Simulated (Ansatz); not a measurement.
The system is BiTe.

```xyz
2
Lattice="2.4227 1.3988 3.3173 -2.4227 1.3988 3.3173 0.0000 -2.7975 3.3173" Properties=species:S:1:pos:R:3 pbc="T T T"
Bi    0.0000    0.0000    4.9759
Te    0.0000    0.0000    0.0000
```

The cell comes from a database or a generator and needn't be the stable form of this composition.

Base run:

```yaml
Program: Ansatz 0.2.0
Functional: PBE
Potentials_or_basis: Ansatz PAW
Cutoff: "420 eV (not typed: the program's choice for these potentials)"
k_mesh: 7 × 7 × 7
Occupations: fermi-dirac, width 0.05 eV
Spin: no spin polarisation
```

Its results: band gap on the k mesh none (metal or under the smearing width); pressure 0.2 GPa.

Q: The run is repeated on the same cell with these changes: functional from PBE to r2SCAN; cutoff from 420 eV (not typed: the program's choice for these potentials) to 500 eV (not typed: the program's choice for these potentials). What comes out?

A: Band gap on the k mesh none (metal or under the smearing width); pressure -0.6 GPa.

Caveats: spin-orbit coupling is left out, which moves the levels of the heavy elements; the PAW data sets come from PBE, with cores solved anew for the run's functional, which leaves a small shift of forces and pressure (some runs).
